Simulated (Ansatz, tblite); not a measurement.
# The cluster Hf₃H₁₀O₁₁: a ladder of methods and basis sets

One table from this session's results is given with a row withheld; the runs are named, their logs left out.

Method: as each input shows; program: Ansatz 0.2.0, Gaussian basis.

Levels to be run: GFN1-xTB, GFN2-xTB, PBE-D4/def2-TZVP, r2SCAN-D4/def2-TZVP, ωB97X-V/def2-TZVP, LDA/def2-TZVP, PBE-QIDH/def2-TZVP, PBE-D4/def2-SVP, PBE0-D4/def2-SVP, CCSD(T)/def2-SVP, MP2/def2-TZVP, RPA/def2-TZVP.

## The relaxed structure

The singlet was relaxed beforehand with r2SCAN-D4/def2-SVP.

24 atoms, charge 0, spin multiplicity 1.

Bond lengths: Hf1–O5 1.939 Å, Hf1–O7 2.164 Å, Hf1–O9 2.163 Å, Hf1–O10 1.993 Å, Hf1–O12 2.091 Å, Hf1–O14 2.352 Å, Hf2–O8 2.170 Å, Hf2–O9 2.173 Å, Hf2–O11 1.940 Å, Hf2–O12 2.122 Å, Hf2–O13 1.959 Å, Hf2–O14 2.300 Å, Hf3–O4 1.960 Å, Hf3–O6 1.940 Å, Hf3–O7 2.173 Å, Hf3–O8 2.170 Å, Hf3–O12 2.121 Å, Hf3–O14 2.300 Å and more. Angles: O5–Hf1–O7 103.8°, O5–Hf1–O9 103.5°, O5–Hf1–O10 103.6°, O5–Hf1–O12 110.8°, O5–Hf1–O14 175.3°, O7–Hf1–O9 144.1°, O7–Hf1–O10 97.9°, O7–Hf1–O12 74.3°, O7–Hf1–O14 75.5°, O9–Hf1–O10 98.0°, O9–Hf1–O12 74.4°, O9–Hf1–O14 75.4°, O10–Hf1–O12 145.6°, O10–Hf1–O14 81.1°, O12–Hf1–O14 64.5°, O8–Hf2–O9 143.7°, O8–Hf2–O11 99.4°, O8–Hf2–O12 76.8° and more.

Hf takes a core potential in the def2 sets. No spin-orbit coupling is included.

PBE0-D4/def2-TZVP was run before; its log isn't repeated, and its numbers join the tables.

The first run:

Tight binding, by tblite at 300 K electronic temperature and without a spin-polarisation term:

```python
tblite.interface.Calculator('GFN1-xTB', numbers, positions, charge=0, uhf=0).singlepoint()
```

Tight binding, by tblite at 300 K electronic temperature and without a spin-polarisation term:

```python
tblite.interface.Calculator('GFN2-xTB', numbers, positions, charge=0, uhf=0).singlepoint()
```

start.molden holds the orbitals of an earlier run on this state, given as this run's starting guess.

Contents of in.yaml:

```yaml
crystal:
  periodic: [false, false, false]
  atoms:
    - {symbol: Hf, position_ang: [1.400663, 1.052810, -0.575235]}
    - {symbol: Hf, position_ang: [-0.598476, 0.142795, 1.784447]}
    - {symbol: Hf, position_ang: [-0.396196, -1.602648, -0.910816]}
    - {symbol: O, position_ang: [-1.742910, -1.561817, -2.334531]}
    - {symbol: O, position_ang: [3.322754, 1.304644, -0.586402]}
    - {symbol: O, position_ang: [0.182566, -3.454133, -0.870643]}
    - {symbol: O, position_ang: [1.074857, -0.488356, -2.058367]}
    - {symbol: O, position_ang: [-1.593411, -1.570621, 0.899171]}
    - {symbol: O, position_ang: [0.813018, 1.746472, 1.387450]}
    - {symbol: O, position_ang: [0.720232, 2.600209, -1.631640]}
    - {symbol: O, position_ang: [-0.123809, -0.620452, 3.503974]}
    - {symbol: O, position_ang: [0.883433, -0.665665, 0.498165]}
    - {symbol: O, position_ang: [-2.084768, 1.350124, 2.197498]}
    - {symbol: O, position_ang: [-0.902631, 0.592926, -0.450528]}
    - {symbol: H, position_ang: [-2.427953, -1.190350, -2.891863]}
    - {symbol: H, position_ang: [4.275909, 1.304371, -0.505904]}
    - {symbol: H, position_ang: [0.484769, -4.360983, -0.894116]}
    - {symbol: H, position_ang: [0.939048, -0.310447, -2.998190]}
    - {symbol: H, position_ang: [-1.816847, -2.366727, 1.397901]}
    - {symbol: H, position_ang: [0.588098, 2.664240, 1.589014]}
    - {symbol: H, position_ang: [1.174003, 3.330048, -2.064541]}
    - {symbol: H, position_ang: [0.214200, -1.009012, 4.309961]}
    - {symbol: H, position_ang: [-2.815292, 1.955724, 2.065511]}
    - {symbol: H, position_ang: [-1.571256, 1.156857, -0.860328]}
basis:
  gaussian: {orbitals: def2-TZVP, fitting: {mean_field: def2-universal-jkfit}, initial_orbitals: start.molden}
hamiltonian: {xc: pbe, dispersion: d4}
scf: {omitted_lower_state_checks: [starts]}
output: {forces: true, orbitals: {seedname: orbitals}}
```

Run with:

```sh
> ansatz run in.yaml --threads 2 --pin off --events-out ev --progress --plain --max-ram 22528MiB --backend cuda --devices 0, --max-vram 18GiB
```

Among the steps run: PBE-D4/def2-TZVP; r2SCAN-D4/def2-TZVP; ωB97X-V/def2-TZVP; LDA/def2-TZVP; PBE-QIDH/def2-TZVP; PBE-D4/def2-SVP; PBE0-D4/def2-SVP; CCSD(T)/def2-SVP; MP2/def2-TZVP; RPA/def2-TZVP.

One table of the session follows, with a row left open; its other results are not shown here.

It belongs to the step «Binding energy». 

| method | binding an atom (eV) |
| --- | --- |
| HF/def2-SVP | 3.417 |
| HF/def2-TZVP | 3.387 |
| LDA/def2-TZVP | 5.581 |
| PBE-D4/def2-SVP | 4.964 |
| PBE-D4/def2-TZVP | 4.911 |
| r2SCAN-D4/def2-TZVP | 4.865 |
| PBE0-D4/def2-SVP | ? |
| PBE0-D4/def2-TZVP | 4.753 |
| ωB97X-V/def2-TZVP | 4.859 |
| MP2/def2-SVP | 4.817 |
| MP2/def2-TZVP | 4.926 |
| CCSD/def2-SVP | 4.616 |
| CCSD(T)/def2-SVP | 4.678 |

Q: Estimate the row for PBE0-D4/def2-SVP from the others.

The run gave: binding an atom (eV): 4.789. In the column «binding an atom (eV)» it lies between PBE0-D4/def2-TZVP (4.753) and MP2/def2-SVP (4.817).

Limits of these values: Free atoms were run apart at each level; binding is atoms less cluster, divided by the number of atoms, without zero-point or spin-orbit terms.
